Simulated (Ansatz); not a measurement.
# MnPt2 in Ansatz: the effect of fixed moment

Crystal: MnPt2.

```
Pt Mn
1.0
     2.85840    0.00000    0.00000
    -1.42920    2.47545    0.00000
     0.00000    0.00000    6.53250
Pt Mn
2 1
Direct
  0.66667 0.33333 0.31621
  0.33333 0.66667 0.68379
  0.00000 0.00000 0.00000
```

The cell comes from a database or a generator and needn't be the stable form of this composition.

Alike in all runs:

* Program: Ansatz 0.2.0
* Task: single point
* Functional: PBE
* Potentials or basis: Ansatz PAW
* Cutoff: 420 eV (not typed: the program's choice for these potentials)
* k mesh: 9 × 9 × 4
* Occupations: fermi-dirac, width 0.05 eV

```tsv
fixed moment	spin	starting moments	energy over the lowest run (meV/atom)	pressure (GPa)	largest force (eV/Å)
0	collinear spin, program default start	-	276.1	-17.0	0.33
1	collinear spin, ferromagnetic start	[0.0, 0.0, 1.0] μB	225.1	-13.9	0.29
2	collinear spin, ferromagnetic start	[0.0, 0.0, 2.0] μB	?	?	?
3	collinear spin, ferromagnetic start	[0.0, 0.0, 3.0] μB	59.2	-6.4	0.05
4	collinear spin, ferromagnetic start	[0.0, 0.0, 4.0] μB	0.0	-2.5	0.05
5	collinear spin, ferromagnetic start	[0.0, 0.0, 5.0] μB	3.0	1.0	0.06
6	collinear spin, ferromagnetic start	[0.0, 0.0, 6.0] μB	215.6	5.9	0.29
8	collinear spin, ferromagnetic start	[0.0, 0.0, 8.0] μB	1363.4	22.9	1.44
```

What does the run with fixed moment 2 give?

Energy over the lowest run 144.9 meV/atom; pressure -10.5 GPa; largest force 0.17 eV/Å.

Worked out: A parabola through the other rows of the energy over the lowest run, of slope -111 meV/atom per unit of fixed moment there, gives -41.2 meV/atom, against the run's 144.9. The fit is too stiff a form for this range. A parabola through the other rows of the pressure, of slope 3.24 GPa per unit of fixed moment there, gives -11.3 GPa, against the run's -10.5. A parabola through the other rows of the largest force, of slope -0.115 eV/Å per unit of fixed moment there, gives 0.00 eV/Å, against the run's 0.17. The fit is too stiff a form for this range.

Caveats: the total moment is fixed, so each spin has its own Fermi level; the thresholds are loose for stress; forces of over 1 eV/Å show positions far from the minimum, so gaps and moduli don't describe the material at rest (some runs).
